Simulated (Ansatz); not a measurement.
**La2NiO4: two electronic states of one cell**

An SCF can end in more than one state. Here La2NiO4, a database entry, slightly rescaled, is run from each state found earlier: which lies lowest, and what else changes?

All numbers below are computed with Ansatz 0.2.0 (DFT, r2SCAN, with U = 3.73 eV and J = 0.47 eV on Ni d, plane waves, PAW).

## 1. The system as given

It takes space group I4/mmm (No. 139, tetragonal). The conventional cell has a = 3.915 Å, b = 3.915 Å, c = 12.854 Å, α = 90.00°, β = 90.00°, γ = 90.00°. La (site symmetry 4mm) has 5 O at 2.40 to 2.64 Å as nearest neighbours. Ni (site symmetry 4/mmm) has 6 O at 1.96 to 2.25 Å as nearest neighbours. O (site symmetry mmm) has 2 Ni at 1.96 Å and 4 La at 2.64 Å as nearest neighbours. O (site symmetry 4mm) is surrounded by 1 Ni at 2.25 Å and 1 La at 2.40 Å.

The coordinates stand in the input below.

The states: A, Ni3 up (collinear spin); B, no atom with a moment over 0.3 μB (no spin polarisation). Each run reads its own saved solution as saved_state.

## 2. Run from state A

Contents of input.yaml:

```yaml
crystal:
  lattice:
    - [-1.95749888, 1.95749888, 6.4268433]
    - [1.95749888, -1.95749888, 6.4268433]
    - [1.95749888, 1.95749888, -6.4268433]
  atoms:
    - { symbol: La, position: [0.3618, 0.3618, 0.0] }
    - { symbol: La, position: [0.6382, 0.6382, 0.0] }
    - { symbol: Ni, position: [0.0, 0.0, 0.0] }
    - { symbol: O, position: [0.5, 0.0, 0.5] }
    - { symbol: O, position: [0.0, 0.5, 0.5] }
    - { symbol: O, position: [0.175, 0.175, 0.0] }
    - { symbol: O, position: [0.825, 0.825, 0.0] }
  symmetry: { detect: false, time_reversal: true }
kpoints:
  mp_grid: { grid: [6, 6, 6], shift: [0, 0, 0] }
  band_path:
    path:
      - [0.0, 0.0, 0.0]
      - [0.0, 0.0, 0.5]
      - [0.25, 0.25, 0.25]
      - [0.0, 0.5, 0.0]
      - [0.0, 0.0, 0.0]
      - [0.5, 0.5, -0.5]
      - [0.2731925, 0.7268075, -0.2731925]
      - [-0.2731925, 0.2731925, 0.2731925]
      - [0.0, 0.0, 0.0]
      - [0.0, 0.0, 0.5]
      - [-0.04638501, 0.04638501, 0.5]
    npoints: 6
magnetization:
  spin_polarized: true
scf:
  occupations: { method: fermi_dirac }
  lower_state_search: "off"
  max_iter: 200
hamiltonian:
  pseudopotentials: { kind: paw }
  xc: r2scan
  hubbard:
    projectors: all-electron-ortho-atomic
    sites: [{ species: Ni, l: d, u: 3.73, j: 0.47 }]
basis:
  ecutwfc: 500
  fft_grid_basis: typed
output:
  forces: true
  stress: true
  eigenvalues: true
  bader: true
  populations: true
  elf: true
  write_potential: true
  volumetric_format: npy
  dos:
    e_range: [-12, 8]
    de: 0.05
    projected: { site_lists: { La: [La], Ni: [Ni], O: [O] } }
checkpoint:
  read: saved_state
```

## 4. State B: the run

Changes to input.yaml since step 2:

```diff
@@ -13,21 +13,6 @@
     - { symbol: O, position: [0.825, 0.825, 0.0] }
-  symmetry: { detect: false, time_reversal: true }
 kpoints:
   mp_grid: { grid: [6, 6, 6], shift: [0, 0, 0] }
-  band_path:
-    path:
-      - [0.0, 0.0, 0.0]
-      - [0.0, 0.0, 0.5]
-      - [0.25, 0.25, 0.25]
-      - [0.0, 0.5, 0.0]
-      - [0.0, 0.0, 0.0]
-      - [0.5, 0.5, -0.5]
-      - [0.2731925, 0.7268075, -0.2731925]
-      - [-0.2731925, 0.2731925, 0.2731925]
-      - [0.0, 0.0, 0.0]
-      - [0.0, 0.0, 0.5]
-      - [-0.04638501, 0.04638501, 0.5]
-    npoints: 6
 magnetization:
-  spin_polarized: true
+  spin_polarized: false
 scf:
```

(Steps that only read results are left out.)

Before running it: what results should come out? Wanted: for each run, free energy; largest site moment; size of the net moment; gap; pressure; largest force.

**Answer**, as computed:

| state | free energy (meV/atom) | largest site moment (μB) | size of the net moment (μB/cell) | gap (eV) | pressure (GPa) | largest force (eV/Å) | SCF cycles |
| --- | --- | --- | --- | --- | --- | --- | --- |
| A | 0.0 | 1.69 | 1.99 | 0.16 | -5.7 | 0.62 | 11 |
| B | 264.0 | – | – | metal | -9.2 | 1.03 | 10 |

State A wins by 264.0 meV per atom over B. They differ in kind: A is gapped, B is a metal. At the same volume their pressures differ by 3.5 GPa, the state with the larger moments having the higher pressure, so it wants the larger volume. Not all runs allow spin: where it is off, the gap in energy is mostly the cost of forbidding moments, not two ends of one search.

Limits of this run: a band edge lies within two smearing widths of the Fermi level; the gap is not wide against the smearing; gaps of Fe, Co and Ni magnets can come out low on these datasets; the k mesh is coarse for a cell without a gap.
